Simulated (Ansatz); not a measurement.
**C₂Cl₄F₂: up Jacob's ladder to CCSD(T)**

One table from this session's results is given with a row withheld; the runs are named, their logs left out.

The runs use Ansatz 0.2.0, Gaussian basis; functionals in def2-TZVPP, the program's frozen cores in correlated methods.

Levels to be run: LDA (SPW92), PBE-D4, revPBE-D4, BLYP-D4, r2SCAN-D4, B97M-V, PBE0-D4, B3LYP-D4, r2SCANh-D4, r2SCAN0-D4, HSE06-D4, BHLYP-D4, CAM-B3LYP-D4, LC-ωPBE, ωB97X-V, ωB97M-V, B2PLYP, PBE-QIDH; CCSD(T)/def2-SVP; CCSD(T)/def2-TZVPP; MP2/def2-QZVPP; extrapolation to the limit; RPA on PBE.

## The relaxed structure

The geometry comes from an earlier relaxation with PBE0-D4 in a triple-zeta def2 set; it is a stationary point, not always the lowest conformer.

SMILES `FC(F)(Cl)C(Cl)(Cl)Cl`, 8 atoms, charge 0, spin multiplicity 1.

Atoms are counted from 1 here; the program's logs count them from 0.

Bond lengths: F1–C2 1.330 Å, C2–F3 1.330 Å, C2–Cl4 1.758 Å, C2–C5 1.564 Å, C5–Cl6 1.764 Å, C5–Cl7 1.756 Å, C5–Cl8 1.756 Å. Angles: F1–C2–F3 108.1°, F1–C2–Cl4 109.2°, F1–C2–C5 109.1°, F3–C2–Cl4 109.2°, F3–C2–C5 109.1°, Cl4–C2–C5 112.1°, C2–C5–Cl6 107.6°, C2–C5–Cl7 109.4°, C2–C5–Cl8 109.4°, Cl6–C5–Cl7 109.9°, Cl6–C5–Cl8 109.9°, Cl7–C5–Cl8 110.7°.

Set-up of the first run:

File in.yaml:

```yaml
crystal:
  periodic: [false, false, false]
  atoms:
    - {symbol: F, position_ang: [1.729028, -0.364995, 0.187291]}
    - {symbol: C, position_ang: [0.624477, -0.082752, -0.498440]}
    - {symbol: F, position_ang: [0.833021, 1.046796, -1.169671]}
    - {symbol: Cl, position_ang: [0.305498, -1.381429, -1.638968]}
    - {symbol: C, position_ang: [-0.559346, 0.127457, 0.501945]}
    - {symbol: Cl, position_ang: [-0.114553, 1.448438, 1.582603]}
    - {symbol: Cl, position_ang: [-2.010304, 0.550583, -0.392939]}
    - {symbol: Cl, position_ang: [-0.807821, -1.344108, 1.428168]}
basis:
  gaussian: {orbitals: def2-TZVPP}
hamiltonian: {xc: lda}
output: {orbitals: {seedname: orbitals}}
```

Launch:

```sh
$ ansatz run in.yaml --threads 2 --pin off --events-out ev --progress --plain --max-ram 32768MiB --backend cuda --devices 0, --max-vram 18GiB
```

Steps of the session up to this table: LDA; PBE-D4 (GGA); revPBE-D4 (GGA); BLYP-D4 (GGA); r2SCAN-D4 (meta-GGA); B97M-V (meta-GGA); PBE0-D4 (hybrid); B3LYP-D4 (hybrid); r2SCANh-D4 (hybrid); r2SCAN0-D4 (hybrid); HSE06-D4 (hybrid); BHLYP-D4 (hybrid); CAM-B3LYP-D4 (range-separated); LC-ωPBE (range-separated); ωB97X-V (range-separated); ωB97M-V (range-separated); B2PLYP (double hybrid); PBE-QIDH (double hybrid).

One table of the session follows, with a row left open; its other results are not shown here.

It belongs to the step «Frontier levels by functional». 

```
  functional  HOMO (eV)  gap (eV)
 LDA (SPW92)      -7.79      5.49
      PBE-D4      -7.63      5.54
   revPBE-D4      -7.58      5.57
     BLYP-D4      -7.47      5.50
   r2SCAN-D4      -8.02      6.03
      B97M-V      -8.13      6.27
     PBE0-D4      -9.11      8.11
    B3LYP-D4      -8.82      7.55
  r2SCANh-D4      -8.56      6.98
  r2SCAN0-D4      -9.36      8.41
    HSE06-D4      -8.71      7.31
    BHLYP-D4     -10.44     10.65
CAM-B3LYP-D4     -10.50     10.74
     LC-ωPBE     -11.97     13.51
     ωB97X-V     -11.57     12.95
     ωB97M-V          ?         ?
```

Estimate the missing values for ωB97M-V.

The run gave: HOMO (eV): -11.38; gap (eV): 12.66. In the column «HOMO (eV)» it lies between ωB97X-V (-11.57) and CAM-B3LYP-D4 (-10.50).
